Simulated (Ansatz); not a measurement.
# CoO (R-3m): equation of state

How stiff is CoO (R-3m)? Energies and pressures are computed at volumes on both sides of the relaxed cell and fitted.

Program: Ansatz 0.2.0. Level of theory: DFT PBE+U (U_eff = 3.3 eV on Co 3d), scalar-relativistic, plane waves, PAW. These are calculated values, not measurements.

## (1) The structure to begin with

Symmetry: R-3m, No. 166, trigonal system. The conventional cell has a = 3.056 Å, b = 3.056 Å, c = 7.408 Å, α = 90.00°, β = 90.00°, γ = 120.00°. Around Co (site symmetry -3m) lie 6 O at 2.15 Å. Around O (site symmetry -3m) lie 6 Co at 2.15 Å.

Structure file:

```cif
data_structure
_symmetry_space_group_name_H-M 'P 1'
_symmetry_Int_Tables_number 1
_cell_length_a 5.2445
_cell_length_b 5.2445
_cell_length_c 5.2445
_cell_angle_alpha 33.879
_cell_angle_beta 33.879
_cell_angle_gamma 33.879
_cell_volume 39.95
loop_
_atom_site_label
_atom_site_type_symbol
_atom_site_fract_x
_atom_site_fract_y
_atom_site_fract_z
_atom_site_occupancy
Co1 Co 0.00000 0.00000 0.00000 1
O1 O 0.25000 0.25000 0.25000 1
Co2 Co 0.50000 0.50000 0.50000 1
O2 O 0.75000 0.75000 0.75000 1
```

This cell comes from an earlier session at PBE+U (U_eff = 3.3 eV on Co 3d): 9.987 Å³/atom at 0.00 GPa, on a 10×10×10 mesh. The large moments point both ways and cancel.

Volume factors to run: 0.980, 1.020, 0.960, 1.040.

## (2) Volume × 0.980

Contents of input.yaml:

```yaml
crystal:
  lattice:
    - [-2.1167843032, -2.1167843032, 4.2632697144]
    - [-4.2632697144, -2.1167843032, 2.1167843032]
    - [-2.1167843032, -4.2632697144, 2.1167843032]
  atoms:
    - { symbol: Co, position: [0.0, 0.0, 0.0], spin: 2.8 }
    - { symbol: O, position: [1.2499999983, -0.7500000017, -0.7500000017] }
    - { symbol: Co, position: [0.5, 0.5, 0.5], spin: -2.8 }
    - { symbol: O, position: [1.7500000017, -0.2499999983, -0.2499999983] }
basis:
  ecutwfc: 420
  ecutrho_ratio: 4
kpoints:
  mp_grid: { grid: [10, 10, 10] }
hamiltonian:
  xc: pbe
  hubbard:
    sites:
      - { species: Co, l: d, u_eff: 3.3, starting_ns: start.occupation_matrices }
    ns_hold: { iters: 6 }
scf:
  occupations: { method: gaussian, width: 0.05 }
  lower_state_search: "off"
output:
  forces: true
  stress: true
  eigenvalues: true
  populations: true
magnetization:
  spin_polarized: true
relax:
  f_tol: 0.01
  max_steps: 40
  cell: { stress_tol: 0.1, fix: [volume] }
```

The open shells start from the occupation matrices of the run at the neighbouring geometry (file start.occupation_matrices).

Run with:

```
$ ansatz run input.yaml --threads 2 --pin off --max-ram 5120MiB --backend cpu --events-out ev --progress --plain --runs-dir out
```

After this run come: Volume × 1.020; Volume × 0.960; Scaling the volume by 1.040.

Before running it: what results should come out? Wanted: V0; B0; B0′; scatter of the fit.

**Answer**, as computed:

```
          quantity           value
                V0   9.987 Å³/atom
                B0         169 GPa
               B0′             4.4
scatter of the fit  0.003 meV/atom
```

In words: A third-order Birch–Murnaghan fit puts the minimum at 9.99 Å³/atom with a bulk modulus of 169 GPa. One per cent of compression takes about 1.7 GPa. The gap on the mesh shrinks from 2.35 to 1.97 eV as the cell expands over this range. These are values at 0 K without zero-point motion. Open d and f shells can converge to several self-consistent states; these numbers belong to the ones reached here.
